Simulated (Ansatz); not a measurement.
# C3H8BCl: a ladder of functionals and wavefunction methods

One table from this session's results is given with a row withheld; the runs are named, their logs left out.

Program: Ansatz 0.2.0, Gaussian basis. Level of theory: functionals in def2-TZVPP, the program's frozen cores in correlated methods. These are calculated values, not measurements.

The runs, in order: PBE-D4, r2SCAN-D4, PBE0-D4, B3LYP-D4, ωB97X-V, ωB97M-V, B2PLYP; CCSD(T)/def2-TZVPP; MP2/def2-QZVPP; extrapolation to the limit.

### Structure used throughout

All runs share one geometry, relaxed beforehand with PBE0-D4 in a triple-zeta def2 set.

SMILES `CB(C)CCl`, 13 atoms, charge 0, spin multiplicity 1.

Atoms are counted from 1 here; the program's logs count them from 0.

Bond lengths: C1–B2 1.564 Å, C1–H6 1.101 Å, C1–H7 1.092 Å, C1–H8 1.092 Å, B2–C3 1.564 Å, B2–C4 1.581 Å, C3–H9 1.101 Å, C3–H10 1.093 Å, C3–H11 1.092 Å, C4–Cl5 1.807 Å, C4–H12 1.089 Å, C4–H13 1.089 Å. Angles: B2–C1–H6 106.6°, B2–C1–H7 114.1°, B2–C1–H8 113.7°, H6–C1–H7 106.3°, H6–C1–H8 106.2°, H7–C1–H8 109.3°, C1–B2–C3 122.6°, C1–B2–C4 118.7°, C3–B2–C4 118.6°, B2–C3–H9 106.6°, B2–C3–H10 113.6°, B2–C3–H11 114.2°, H9–C3–H10 106.2°, H9–C3–H11 106.4°, H10–C3–H11 109.3°, B2–C4–Cl5 96.2°, B2–C4–H12 117.2°, B2–C4–H13 117.2° and more.

The first run:

File in.yaml:

```yaml
crystal:
  periodic: [false, false, false]
  atoms:
    - {symbol: C, position_ang: [-1.513938, -0.275981, -0.348429]}
    - {symbol: B, position_ang: [-0.016283, -0.033602, 0.030634]}
    - {symbol: C, position_ang: [1.013965, -1.200116, 0.183716]}
    - {symbol: C, position_ang: [0.461785, 1.443704, 0.328220]}
    - {symbol: Cl, position_ang: [0.957567, 1.834506, -1.364931]}
    - {symbol: H, position_ang: [-2.048054, -0.473564, 0.593481]}
    - {symbol: H, position_ang: [-1.677404, -1.149526, -0.982751]}
    - {symbol: H, position_ang: [-1.999716, 0.592804, -0.798668]}
    - {symbol: H, position_ang: [0.940453, -1.549759, 1.224784]}
    - {symbol: H, position_ang: [2.051586, -0.889978, 0.039338]}
    - {symbol: H, position_ang: [0.805495, -2.066252, -0.447465]}
    - {symbol: H, position_ang: [1.347178, 1.565104, 0.950391]}
    - {symbol: H, position_ang: [-0.302233, 2.167961, 0.606578]}
basis:
  gaussian: {orbitals: def2-TZVPP}
hamiltonian: {xc: pbe, dispersion: d4}
output: {forces: true, orbitals: {seedname: orbitals}}
```

On the command line:

```sh
ansatz run in.yaml --threads 4 --pin off --events-out ev --progress --plain --max-ram 10444MiB
```

Steps of the session up to this table: PBE-D4 (GGA); r2SCAN-D4 (meta-GGA); PBE0-D4 (hybrid); B3LYP-D4 (hybrid); ωB97X-V (range-separated); ωB97M-V (range-separated); B2PLYP (double hybrid); CCSD(T) in def2-TZVPP; MP2 in def2-QZVPP.

One of the session's tables, all rows but one given; the rest of the session is left out.

It belongs to the step «Atomisation energies». 

```
            method  atomisation energy (kJ/mol)
            PBE-D4                       5030.6
         r2SCAN-D4                       4968.7
           PBE0-D4                       4980.9
          B3LYP-D4                       4945.6
           ωB97X-V                       4944.8
           ωB97M-V                       4960.6
            B2PLYP                       4893.3
     HF/def2-TZVPP                       3783.7
    MP2/def2-TZVPP                            ?
   CCSD/def2-TZVPP                       4765.7
CCSD(T)/def2-TZVPP                       4824.5
           MP2/CBS                       4985.7
       CCSD(T)/CBS                       4926.8
```

Estimate the missing values for MP2/def2-TZVPP.

The run gave: atomisation energy (kJ/mol): 4883.4. In the column «atomisation energy (kJ/mol)» it lies between CCSD(T)/def2-TZVPP (4824.5) and B2PLYP (4893.3).

Limits of these values: Free atoms (3 C, 1 B, 1 Cl, 8 H) were run apart at each level; the atomisation energy is their sum less the molecule, without zero-point or spin-orbit terms.
